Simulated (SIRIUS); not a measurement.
# HPbNO4 (P1) in SIRIUS: reference runs

How does HPbNO4 come out in PBE? The cell is run as given and disturbed.

Program: SIRIUS 7.12.0. These are calculated values, not measurements. Logs are shortened: lines on timing, memory, paths and dates and some standing lists are left out, and cuts for length are marked. The log counts tension as positive stress, the text compression.

### Step 1. Starting point

The typed cell holds 7 atoms: a = 4.204 Å, b = 4.339 Å, c = 6.729 Å, α = 71.95°, β = 72.29°, γ = 62.23°.

The cell was built by a generator and needn't be a form met in nature.

### Step 2. Single point, PBE (atoms moved at random, drawn with an rms of 0.05 Å)

File sirius.json:

```json
{
  "control": {
    "processing_unit": "cpu",
    "verbosity": 2,
    "num_bands_to_print": 32,
    "print_forces": true,
    "print_stress": true
  },
  "parameters": {
    "electronic_structure_method": "pseudopotential",
    "xc_functionals": ["XC_GGA_X_PBE", "XC_GGA_C_PBE"],
    "gk_cutoff": 9.2,
    "pw_cutoff": 18.4,
    "ngridk": [7, 7, 5],
    "shiftk": [0, 0, 0],
    "smearing": "fermi_dirac",
    "smearing_width": 0.0018374661,
    "num_bands": 32,
    "num_mag_dims": 0,
    "num_dft_iter": 100,
    "energy_tol": 1e-08,
    "density_tol": 1e-06
  },
  "iterative_solver": {
    "type": "davidson",
    "min_tolerance": 1e-10
  },
  "mixer": {
    "type": "anderson",
    "beta": 0.7,
    "max_history": 8
  },
  "settings": {
    "tol_ne": 1e-10,
    "pseudo_grid_cutoff": 6.5
  },
  "unit_cell": {
    "lattice_vectors": [
      [7.935394634312, 0.210080853275, 0.317795242378],
      [3.620715254783, 7.353529063279, 0.237500779343],
      [3.327524246547, 2.367052046445, 12.042582085358]
    ],
    "atom_coordinate_units": "lattice",
    "atom_types": ["H", "Pb", "N", "O"],
    "atom_files": {
      "N": "N.json",
      "O": "O.json",
      "Pb": "Pb.json",
      "H": "H.json"
    },
    "atoms": {
      "H": [
        [0.880371, 0.670816, 0.63301]
      ],
      "Pb": [
        [0.143167, 0.91735, 0.887232]
      ],
      "N": [
        [0.265422, 0.294013, 0.301679]
      ],
      "O": [
        [0.838865, 0.643351, 0.780962],
        [0.380736, 0.209989, 0.11302],
        [0.309526, 0.046767, 0.457954],
        [0.066708, 0.602924, 0.320961]
      ]
    }
  }
}
```

Potentials or basis: PseudoDojo 0.4.1 PBE standard (scalar relativistic).

Command:

```bash
upf_to_json N.upf
upf_to_json O.upf
upf_to_json Pb.upf
upf_to_json H.upf
OMP_NUM_THREADS=4 sirius.scf --input=sirius.json --output=out.json --task=0
```

Log:

```text
[info] SIRIUS version : 7.12.0
[info] number of MPI ranks           : 1
[info] MPI grid                      : 1 1
[info] maximum number of OMP threads : 4
[fft] FFT context for density and potential
[fft] =====================================
[fft]   comm size                             : 1
[fft]   plane wave cutoff                     : 18.4
[fft]   grid size                             : 50 54 80   total : 216000
[fft]   grid limits                           : -24 25   -26 27   -39 40
[fft]   number of G-vectors within the cutoff : 35982
[fft]   local number of G-vectors             : 35982
[fft]   number of G-shells                    : 35982
[fft] FFT context for coarse grid
[fft] =====================================
[fft]   comm size                             : 1
[fft]   plane wave cutoff                     : 18.4
[fft]   grid size                             : 50 54 80   total : 216000
[fft]   grid limits                           : -24 25   -26 27   -39 40
[fft]   number of G-vectors within the cutoff : 35982
[fft]   local number of G-vectors             : 35982
[fft]   number of G-shells                    : 35982
[unit cell] lattice vectors
[unit cell]   a1 :       7.9353946343      0.2100808533      0.3177952424
[unit cell]   a2 :       3.6207152548      7.3535290633      0.2375007793
[unit cell]   a3 :       3.3275242465      2.3670520464     12.0425820854
[unit cell] reciprocal lattice vectors
[unit cell]   b1 :       0.8080475165     -0.3931493723     -0.1459979816
[unit cell]   b2 :      -0.0163245192      0.8678463844     -0.1660704750
[unit cell]   b3 :      -0.0210018556     -0.0067405140      0.5288753353
[unit cell] unit cell volume :       684.21497811 [a.u.^3]
[unit cell] 1/sqrt(omega)    :         0.03822995
[unit cell] MT volume        :         0.00000000 ( 0.00%)
[unit cell] IT volume        :       684.21497811 (100.00%)
[unit cell] number of atom types : 4
[unit cell] type id : 0 symbol :  H mt_radius :  11.650000 num_atoms : 1
[unit cell] type id : 1 symbol : Pb mt_radius :  16.770000 num_atoms : 1
[unit cell] type id : 2 symbol :  N mt_radius :  10.570000 num_atoms : 1
[unit cell] type id : 3 symbol :  O mt_radius :   9.350000 num_atoms : 4
[unit cell] total number of atoms : 7
[unit cell] number of symmetry classes : 7
[unit cell] number of PAW atoms : 0
[unit cell] atom id  type id  class id             position                      vector_field
[unit cell] ------------------------------------------------------------------------------------------
[unit cell]      0        0        0      0.88037   0.67082   0.63301      0.00000   0.00000   0.00000
[unit cell]      1        1        1      0.14317   0.91735   0.88723      0.00000   0.00000   0.00000
[unit cell]      2        2        2      0.26542   0.29401   0.30168      0.00000   0.00000   0.00000
[unit cell]      3        3        3      0.83886   0.64335   0.78096      0.00000   0.00000   0.00000
[... 489 lines left out ...]
[ground_state]    24.738189  388.758291-8743.383769
[ground_state] === stress_ewald ===
[ground_state] 20073.822491 1036.084270   24.526618
[ground_state]  1036.084270 8894.646196  656.740262
[ground_state]    24.526618  656.740262 7484.140871
[ground_state] === stress_vloc ===
[ground_state] -5618.060692-1476.433041  -53.795529
[ground_state] -1476.43304110461.937975-1035.333878
[ground_state]   -53.795529-1035.33387811983.843967
[ground_state] === stress_xc ===
[ground_state] -2452.000770    3.175887    0.033555
[ground_state]     3.175887-2482.999911    0.380037
[ground_state]     0.033555    0.380037-2487.266771
[ground_state] === stress_core ===
[ground_state]  6748.989826    0.002803   -0.165314
[ground_state]     0.002803 6748.411572   -0.943778
[ground_state]    -0.165314   -0.943778 6744.166521
[ground_state] === stress_nonloc ===
[ground_state]  9226.316935   -9.412437   -9.460570
[ground_state]    -9.412437 9258.847784  -21.907274
[ground_state]    -9.460570  -21.907274 9187.059247
[ground_state] === stress_us_nl ===
[ground_state]  9226.316935   -9.412437   -9.460570
[ground_state]    -9.412437 9258.847784  -21.907274
[ground_state]    -9.460570  -21.907274 9187.059247
[ground_state] === stress_total ===
[ground_state]     3.797699    4.924915   -1.372071
[ground_state]     4.924915  -26.092405   19.578792
[ground_state]    -1.372071   19.578792  -41.534664
[ground_state] ==== total Forces in Ha/bohr =====
[ground_state] atom:    0, force:       0.0010929     -0.0020323     -0.0414937
[ground_state] atom:    1, force:       0.0001938      0.0006778     -0.0011536
[ground_state] atom:    2, force:      -0.0333597     -0.0320453     -0.0161099
[ground_state] atom:    3, force:      -0.0020989      0.0026822      0.0428008
[ground_state] atom:    4, force:       0.0128083      0.0153701      0.0057072
[ground_state] atom:    5, force:       0.0126619     -0.0129693      0.0168863
[ground_state] atom:    6, force:       0.0086998      0.0283206     -0.0066240
[ground_state] ==== ultrasoft contribution from Qij =====
[ground_state] atom:    0, force:       0.0000000      0.0000000      0.0000000
[ground_state] atom:    1, force:       0.0000000      0.0000000      0.0000000
[ground_state] atom:    2, force:       0.0000000      0.0000000      0.0000000
[ground_state] atom:    3, force:       0.0000000      0.0000000      0.0000000
[ground_state] atom:    4, force:       0.0000000      0.0000000      0.0000000
[ground_state] atom:    5, force:       0.0000000      0.0000000      0.0000000
[ground_state] atom:    6, force:       0.0000000      0.0000000      0.0000000
[ground_state] ==== non-local contribution from Beta-projector =====
[ground_state] atom:    0, force:       0.0044061      0.0099271      0.1190711
[ground_state] atom:    1, force:      -0.0111939     -0.0595822     -0.0473157
[ground_state] atom:    2, force:      -0.0987440      0.0052487      0.0549483
[ground_state] atom:    3, force:      -0.0117006      0.0064905     -0.7183918
[ground_state] atom:    4, force:       0.0322182      0.4803085      0.8925265
[ground_state] atom:    5, force:       0.0326300      0.8289558     -0.8694912
[ground_state] atom:    6, force:       0.2451718     -1.2106966     -0.1880861
[ground_state] ==== contribution from local potential =====
[ground_state] atom:    0, force:       0.0571709      0.0735425      1.5584080
[ground_state] atom:    1, force:      -0.0902665     -0.9357104      1.0649340
[ground_state] atom:    2, force:      -0.8346550      0.1197815     -0.2875017
[ground_state] atom:    3, force:       0.0745237      0.2760114      0.4884322
[ground_state] atom:    4, force:      -0.1073479      2.0124551      3.0024951
[ground_state] atom:    5, force:      -0.1023519      3.0145685     -3.4863991
[ground_state] atom:    6, force:       0.8180162     -4.6191314     -1.6074199
[ground_state] ==== contribution from core density =====
[ground_state] atom:    0, force:       0.0000000      0.0000000      0.0000000
[ground_state] atom:    1, force:       0.0005789      0.0023244      0.0017886
[ground_state] atom:    2, force:       0.0014431      0.0014629      0.0015337
[ground_state] atom:    3, force:       0.0002571     -0.0005855      0.0185976
[ground_state] atom:    4, force:      -0.0014889     -0.0146185     -0.0269514
[ground_state] atom:    5, force:      -0.0014157     -0.0233449      0.0233023
[ground_state] atom:    6, force:      -0.0072540      0.0325968      0.0055330
[ground_state] ==== Ewald forces from ions =====
[ground_state] atom:    0, force:      -0.0604840     -0.0855018     -1.7189729
[ground_state] atom:    1, force:       0.1010748      0.9936460     -1.0205604
[ground_state] atom:    2, force:       0.8985961     -0.1585384      0.2149098
[ground_state] atom:    3, force:      -0.0651791     -0.2792342      0.2541629
[ground_state] atom:    4, force:       0.0894270     -2.4627750     -3.8623631
[ground_state] atom:    5, force:       0.0837995     -3.8331486      4.3494745
[ground_state] atom:    6, force:      -1.0472343      5.8255520      1.7833491
[~DFT_ground_state] local op. applied: 162026
[~DFT_ground_state] evp. work count: 20424.6
[~DFT_ground_state] number of iterative solver steps: 8180
```

Run time: 12 min. Hardware: 4 threads of AMD EPYC 7R43 (Zen 3), shared host; peak memory 3.4 GiB.

Results:

| Quantity | Value |
| --- | --- |
| Free energy | -4009.7046 eV |
| Pressure | 2.1 GPa |
| Largest force | 2.519 eV/Å |
| Band gap on the k mesh | 2.78 eV |

Forces on the atoms (eV/Å):
```
H    0.056 -0.105 -2.134
Pb   0.010  0.035 -0.059
N   -1.715 -1.648 -0.828
O   -0.108  0.138  2.201
O    0.659  0.790  0.293
O    0.651 -0.667  0.868
O    0.447  1.456 -0.341
```

Stress tensor (GPa, compression positive):
```
-0.38 -0.49  0.14
-0.49  2.61 -1.96
 0.14 -1.96  4.15
```

Caveat: spin-orbit coupling is left out, which as a rule narrows the gap of such compounds by several tenths of an eV; an odd mesh through Γ misses points on the zone boundary, where band edges often lie.

### Step 3. Single point, PBE

sirius.json, as its differences from that of step 2:

```diff
@@ -45,6 +45,6 @@
     "atom_files": {
+      "H": "H.json",
+      "O": "O.json",
       "N": "N.json",
-      "O": "O.json",
-      "Pb": "Pb.json",
-      "H": "H.json"
+      "Pb": "Pb.json"
     },
@@ -52,15 +52,15 @@
       "H": [
-        [0.880371, 0.670816, 0.63301]
+        [0.89145, 0.68202, 0.62796]
       ],
       "Pb": [
-        [0.143167, 0.91735, 0.887232]
+        [0.14426, 0.92872, 0.88352]
       ],
       "N": [
-        [0.265422, 0.294013, 0.301679]
+        [0.2567, 0.28861, 0.30171]
       ],
       "O": [
-        [0.838865, 0.643351, 0.780962],
-        [0.380736, 0.209989, 0.11302],
-        [0.309526, 0.046767, 0.457954],
-        [0.066708, 0.602924, 0.320961]
+        [0.83108, 0.65056, 0.78405],
+        [0.38694, 0.2238, 0.11295],
+        [0.31104, 0.03576, 0.45856],
+        [0.07726, 0.60633, 0.32275]
       ]
```

Potentials or basis: PseudoDojo 0.4.1 PBE standard (scalar relativistic).

Command:

```bash
upf_to_json H.upf
upf_to_json O.upf
upf_to_json N.upf
upf_to_json Pb.upf
OMP_NUM_THREADS=4 sirius.scf --input=sirius.json --output=out.json --task=0
```

Log:

```text
[info] SIRIUS version : 7.12.0
[info] number of MPI ranks           : 1
[info] MPI grid                      : 1 1
[info] maximum number of OMP threads : 4
[fft] FFT context for density and potential
[fft] =====================================
[fft]   comm size                             : 1
[fft]   plane wave cutoff                     : 18.4
[fft]   grid size                             : 50 54 80   total : 216000
[fft]   grid limits                           : -24 25   -26 27   -39 40
[fft]   number of G-vectors within the cutoff : 35982
[fft]   local number of G-vectors             : 35982
[fft]   number of G-shells                    : 35982
[fft] FFT context for coarse grid
[fft] =====================================
[fft]   comm size                             : 1
[fft]   plane wave cutoff                     : 18.4
[fft]   grid size                             : 50 54 80   total : 216000
[fft]   grid limits                           : -24 25   -26 27   -39 40
[fft]   number of G-vectors within the cutoff : 35982
[fft]   local number of G-vectors             : 35982
[fft]   number of G-shells                    : 35982
[unit cell] lattice vectors
[... 551 lines left out ...]
[ground_state] ==== ultrasoft contribution from Qij =====
[ground_state] atom:    0, force:       0.0000000      0.0000000      0.0000000
[ground_state] atom:    1, force:       0.0000000      0.0000000      0.0000000
[ground_state] atom:    2, force:       0.0000000      0.0000000      0.0000000
[ground_state] atom:    3, force:       0.0000000      0.0000000      0.0000000
[ground_state] atom:    4, force:       0.0000000      0.0000000      0.0000000
[ground_state] atom:    5, force:       0.0000000      0.0000000      0.0000000
[ground_state] atom:    6, force:       0.0000000      0.0000000      0.0000000
[ground_state] ==== non-local contribution from Beta-projector =====
[ground_state] atom:    0, force:      -0.0038510      0.0071855      0.0995144
[ground_state] atom:    1, force:      -0.0029138     -0.0598184     -0.0523751
[ground_state] atom:    2, force:      -0.0011401     -0.0026976      0.0115685
[ground_state] atom:    3, force:       0.0375697      0.0160312     -0.6917954
[ground_state] atom:    4, force:      -0.0813248      0.4299691      0.9849011
[ground_state] atom:    5, force:      -0.0304004      0.8300882     -0.8385995
[ground_state] atom:    6, force:       0.1067939     -1.1770736     -0.1688475
[ground_state] ==== contribution from local potential =====
[ground_state] atom:    0, force:      -0.0484127      0.0461237      1.4227615
[ground_state] atom:    1, force:      -0.0380077     -0.9514345      0.8783832
[ground_state] atom:    2, force:      -0.0022084      0.0950557     -0.5923542
[ground_state] atom:    3, force:       0.0485077      0.2976312      0.5274075
[ground_state] atom:    4, force:      -0.3425490      1.9445006      3.2111414
[ground_state] atom:    5, force:      -0.1311918      2.9538762     -3.2219172
[ground_state] atom:    6, force:       0.4898606     -4.4285920     -1.5914629
[ground_state] ==== contribution from core density =====
[ground_state] atom:    0, force:       0.0000000      0.0000000      0.0000000
[ground_state] atom:    1, force:       0.0001653      0.0023834      0.0018347
[ground_state] atom:    2, force:      -0.0000784      0.0007516      0.0009034
[ground_state] atom:    3, force:      -0.0010852     -0.0007118      0.0196858
[ground_state] atom:    4, force:       0.0023646     -0.0123740     -0.0288408
[ground_state] atom:    5, force:       0.0009345     -0.0241104      0.0232574
[ground_state] atom:    6, force:      -0.0030315      0.0332235      0.0048366
[ground_state] ==== Ewald forces from ions =====
[ground_state] atom:    0, force:       0.0521314     -0.0531171     -1.5191103
[ground_state] atom:    1, force:       0.0407968      1.0091919     -0.8275917
[ground_state] atom:    2, force:       0.0034057     -0.0933979      0.5800172
[ground_state] atom:    3, force:      -0.0849037     -0.3134340      0.1412829
[ground_state] atom:    4, force:       0.4215545     -2.3622375     -4.1677833
[ground_state] atom:    5, force:       0.1606726     -3.7600628      4.0376157
[ground_state] atom:    6, force:      -0.5936572      5.5730574      1.7555693
[~DFT_ground_state] local op. applied: 161034
[~DFT_ground_state] evp. work count: 20208.8
[~DFT_ground_state] number of iterative solver steps: 8191
```

Wall time 4.4 min (4 threads of Intel Xeon Platinum 8559C (Emerald Rapids), shared host); peak memory 3.4 GiB.

What came out:

| Quantity | Value |
| --- | --- |
| Free energy | -4009.8892 eV |
| Pressure | -0.1 GPa |
| Largest force | 0.178 eV/Å |
| Band gap on the k mesh | 2.79 eV |

Forces on the atoms (eV/Å):
```
H   -0.007  0.010  0.163
Pb   0.002  0.017  0.013
N   -0.001 -0.015  0.007
O    0.005 -0.025 -0.176
O    0.002 -0.007 -0.030
O    0.001 -0.011  0.018
O   -0.002  0.032  0.005
```

Caveat: spin-orbit coupling is left out, which as a rule narrows the gap of such compounds by several tenths of an eV; an odd mesh through Γ misses points on the zone boundary, where band edges often lie. A hybrid or GW would open this gap; PBE tends to underestimate it.

(Continued in part 2 of 2.)
